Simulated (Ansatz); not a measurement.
Predict the output of the script below (Ansatz's Python interface).

The script, `nabeh3_drho.py`:
```python
"""Density of NaBeH3 less that of its sublattices."""

import warnings

import ansatz as az
import numpy as np

vectors0 = np.array([
    [3.342892, 0.0, 0.0],
    [0.0, 3.342892, 0.0],
    [0.0, 0.0, 3.342892],
])
sites = [
    ("Na", (0.5, 0.5, 0.5)),
    ("Be", (0.0, 0.0, 0.0)),
    ("H", (0.5, 0.0, 0.0)),
    ("H", (0.0, 0.5, 0.0)),
    ("H", (0.0, 0.0, 0.5)),
]


def make_crystal(cell):
    crystal = az.Crystal(lattice=az.Lattice.of(cell))
    for symbol, position in sites:
        crystal = crystal.atom(symbol, position)
    return crystal


def main() -> None:
    warnings.simplefilter("ignore", az.DeckWarning)

    # same cell, cutoff and mesh for the crystal and its parts
    def solve(crystal):
        return (
            crystal.calculation()
            .functional("LDA")
            .occupations(az.OccupationsMethod.FERMI_DIRAC, width=0.05)
            .basis(460, grid_basis="typed")
            .kpoints(6, 6, 6)
            .density()
            .run(threads=1)
        )


    whole = solve(make_crystal(vectors0))
    difference = whole.density().channels[0].density_e_per_ang3.copy()
    binding = whole.report["free_energy_ev"]
    for element in ["Na", "Be", "H"]:
        part = az.Crystal(lattice=az.Lattice.of(vectors0))
        for symbol, position in sites:
            if symbol == element:
                part = part.atom(symbol, position)
        alone = solve(part)
        difference -= alone.density().channels[0].density_e_per_ang3
        binding -= alone.report["free_energy_ev"]
        print(f"{element} sublattice: {alone.report['n_electrons']:g} electrons, {alone.report['n_iterations']} iterations")

    voxel = abs(np.linalg.det(vectors0)) / difference.size
    print(f"energy of the crystal less its unpolarised sublattices: {binding / len(sites):.4f} eV/atom")
    print(f"net charge of the difference {difference.sum() * voxel:.5f} e, charge rearranged {0.5 * np.abs(difference).sum() * voxel:.3f} e")
    print(f"extremes {difference.min():.4f} and {difference.max():.4f} e/A^3")
    for (symbol, position) in sites:
        index = tuple(int(round(p * n)) % n for p, n in zip(position, difference.shape))
        print(f"  change of the pseudo-density at the grid point nearest {symbol}: {difference[index]:+.4f} e/A^3")
    profile = difference.mean(axis=(0, 1))
    print("planar mean along the third vector:", np.round(profile[:: max(len(profile) // 12, 1)], 4))


if __name__ == "__main__":
    main()
```

```console
$ python nabeh3_drho.py
Na sublattice: 9 electrons, 6 iterations
Be sublattice: 2 electrons, 6 iterations
H sublattice: 3 electrons, 6 iterations
energy of the crystal less its unpolarised sublattices: -2.0232 eV/atom
net charge of the difference -0.00000 e, charge rearranged 0.719 e
extremes -0.0512 and 0.6885 e/A^3
  change of the pseudo-density at the grid point nearest Na: -0.0158 e/A^3
  change of the pseudo-density at the grid point nearest Be: -0.0512 e/A^3
  change of the pseudo-density at the grid point nearest H: +0.6885 e/A^3
  change of the pseudo-density at the grid point nearest H: +0.6885 e/A^3
  change of the pseudo-density at the grid point nearest H: +0.6885 e/A^3
planar mean along the third vector: [ 0.0513  0.0254 -0.0072 -0.0208 -0.0181 -0.0065  0.0031 -0.0065 -0.0181
 -0.0208 -0.0072  0.0254]
```

Densities and potentials on the grid are those of the valence electrons, and inside the cores they hang on the potentials used. The structure comes from a database of computed cells and needn't be a stable or known phase. Charge moved counts every rearrangement, bonding and polarisation too, and is no transfer between atoms; the bare sublattices are artificial references. Values near the nuclei depend on the potentials. Hardware and time: 1.2 s on 1 thread of Intel(R) Xeon(R) 6975P-C (Granite Rapids) (shared host), peak memory 0.35 GiB.
